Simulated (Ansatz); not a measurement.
**C3InN3O3: how energies converge with the basis set**

The task here is to estimate one member of a computed series from the others.

Method: one geometry, several basis sets; program: Ansatz 0.2.0, Gaussian basis.

Levels to be run: PBE0-D4/def2-SVP; ωB97M-V/def2-SVP; PBE0-D4/def2-QZVPP; ωB97M-V/def2-QZVPP; the functionals' def2-TZVPP values are taken from earlier runs.

## Structure used throughout

All runs share one geometry, relaxed beforehand with PBE0-D4 in a triple-zeta def2 set. In takes the def2 core potential; no spin-orbit term is included.

SMILES `O=C=[N][In]([N]=C=O)[N]=C=O`, 10 atoms, charge 0, spin multiplicity 1.

Atoms are counted from 1 here; the program's logs count them from 0.

Bond lengths: O1–C2 1.164 Å, C2–N3 1.207 Å, N3–In4 1.998 Å, In4–N5 1.998 Å, In4–N8 1.998 Å, N5–C6 1.207 Å, C6–O7 1.164 Å, N8–C9 1.207 Å, C9–O10 1.164 Å. Angles: O1–C2–N3 175.9°, C2–N3–In4 135.4°, N3–In4–N5 120.0°, N3–In4–N8 120.0°, N5–In4–N8 120.0°, In4–N5–C6 135.3°, N5–C6–O7 175.9°, In4–N8–C9 135.3°, N8–C9–O10 175.9°.

The first run:

in.yaml reads:

```yaml
crystal:
  periodic: [false, false, false]
  atoms:
    - {symbol: O, position_ang: [0.129705, -4.034297, -0.566850]}
    - {symbol: C, position_ang: [-0.088985, -2.980903, -0.123780]}
    - {symbol: N, position_ang: [-0.359435, -1.927854, 0.400266]}
    - {symbol: In, position_ang: [0.010748, -0.005313, 0.001786]}
    - {symbol: N, position_ang: [1.079264, 0.492860, -1.611347]}
    - {symbol: C, position_ang: [1.454840, 1.527605, -2.106266]}
    - {symbol: O, position_ang: [1.853385, 2.479378, -2.643913]}
    - {symbol: N, position_ang: [-0.686404, 1.419154, 1.217086]}
    - {symbol: C, position_ang: [-1.341984, 1.438012, 2.230278]}
    - {symbol: O, position_ang: [-1.967933, 1.540160, 3.205740]}
basis:
  gaussian: {orbitals: def2-SVP}
hamiltonian: {xc: pbe0, dispersion: d4}
output: {orbitals: {seedname: orbitals}}
```

Launch:

```
$ ansatz run in.yaml --threads 2 --pin off --events-out ev --progress --plain --max-ram 32768MiB --backend cpu
```

Steps of the session up to this table: PBE0-D4 in def2-SVP; ωB97M-V in def2-SVP; PBE0-D4 in def2-QZVPP; ωB97M-V in def2-QZVPP.

One of the session's tables, all rows but one given; the rest of the session is left out.

It belongs to the step «Density functionals: the series». 

```
functional       basis  HOMO (eV)  LUMO (eV)
   PBE0-D4    def2-SVP          ?          ?
   PBE0-D4  def2-TZVPP      -9.00      -2.53
   PBE0-D4  def2-QZVPP      -9.03      -2.58
   ωB97M-V    def2-SVP     -11.09      -0.39
   ωB97M-V  def2-TZVPP     -11.24      -0.52
   ωB97M-V  def2-QZVPP     -11.27      -0.71
```

**Question.** Estimate the row for PBE0-D4, def2-SVP.

As computed: HOMO (eV): -8.90; LUMO (eV): -2.37. In the column «HOMO (eV)» it is the highest.
